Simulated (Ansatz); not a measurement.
This was printed by a script on Ansatz 0.2.0, Python API, for a ladder of methods at one geometry of H5NS2Si, SMILES N[SiH](S)S. What did the script look like? Settings (for the species named): HSE06, def2-SVP basis, multiplicity 1. The script varies functional: hse06, r2scan, pbe, lda, pbe0, cam_b3lyp.

```xyz
9

N    -0.0419    1.0686   -1.0215
Si    0.5452    0.0376    0.1017
S    -0.3301   -1.8341   -0.4147
S    -0.0876    0.6495    1.9986
H     0.2368    0.8272   -1.9729
H    -1.0995    1.0108   -1.0586
H     2.0465    0.0224    0.0116
H     0.2757   -2.4973    0.6167
H    -1.4565    0.6691    1.7221
```

```console
$ python methods_h5ns2si.py
functional    E (Ha)        dipole (D)   HOMO (eV)  LUMO (eV)
hse06        -1142.833955     1.296      -6.686     -0.090
r2scan       -1143.214255     1.315      -6.169     -0.321
pbe          -1142.752392     1.294      -5.798     -0.636
lda          -1138.936660     1.350      -5.850     -0.744
pbe0         -1142.858184     1.296      -7.088      0.291
cam_b3lyp    -1143.312923     1.274      -8.326      1.417
```

One script that gives this output:

`methods_h5ns2si.py`
```python
'''One geometry of H5NS2Si, method by method.'''

from pathlib import Path

import ansatz
from ase import Atoms
import numpy as np

config = {
    'basis_set': 'def2-SVP',
}

atoms = Atoms(['N', 'Si', 'S', 'S', 'H', 'H', 'H', 'H', 'H'], positions=[
    (-0.0419, 1.0686, -1.0215),
    (0.5452, 0.0376, 0.1017),
    (-0.3301, -1.8341, -0.4147),
    (-0.0876, 0.6495, 1.9986),
    (0.2368, 0.8272, -1.9729),
    (-1.0995, 1.0108, -1.0586),
    (2.0465, 0.0224, 0.0116),
    (0.2757, -2.4973, 0.6167),
    (-1.4565, 0.6691, 1.7221),
])
molecule = ansatz.Crystal.molecule_from_ase(atoms)

model = molecule.calculation().basis(gaussian=config['basis_set'])

print('functional    E (Ha)        dipole (D)   HOMO (eV)  LUMO (eV)')
for name in ['hse06', 'r2scan', 'pbe', 'lda', 'pbe0', 'cam_b3lyp']:
    data = model.functional(name).forces().orbitals().run(runs_dir='runs').report
    lines = Path(data['orbitals_path']).read_text().splitlines()
    field_of = lambda key: [line.split('=')[1].strip() for line in lines if line.startswith(key)]
    orbitals = [(27.211386 * float(e), s, float(n)) for e, s, n in zip(field_of('Ene='), field_of('Spin='), field_of('Occup='))]
    homo = max(e for e, _, n in orbitals if n > 0.5)
    lumo = min(e for e, _, n in orbitals if n < 0.5)
    dipole = 4.803205 * np.linalg.norm(data['charge_distribution']['dipole_moment_e_ang'])
    print(f'{name:10s} {data["free_energy_ev"] / 27.211386246:14.6f} {dipole:9.3f} {homo:11.3f} {lumo:10.3f}')
```

Caveats:
- Total energies depend on the basis set; only differences at equal settings carry meaning.
- The geometry is a force-field or estimated start, not a minimum of this method, and the basis set is short of its limit. A lower total doesn't mark the better method: functionals have no common bound, and MP2 and coupled cluster aren't variational.
- Levels such as HOMO and LUMO are orbital energies: with these approximate functionals they aren't the ionisation energy and electron affinity, and their gap isn't the fundamental gap.
- hse06 follows the composition of plane-wave codes, whose totals differ by tens of mHa, up to about 0.1 Ha, from the form usual in Gaussian-basis programs (wpbeh).
- The whole script took 17 s on 1 thread of AMD EPYC 7R43 64-Core Processor (Zen 3), with other jobs on the host, peak memory 0.3 GiB.
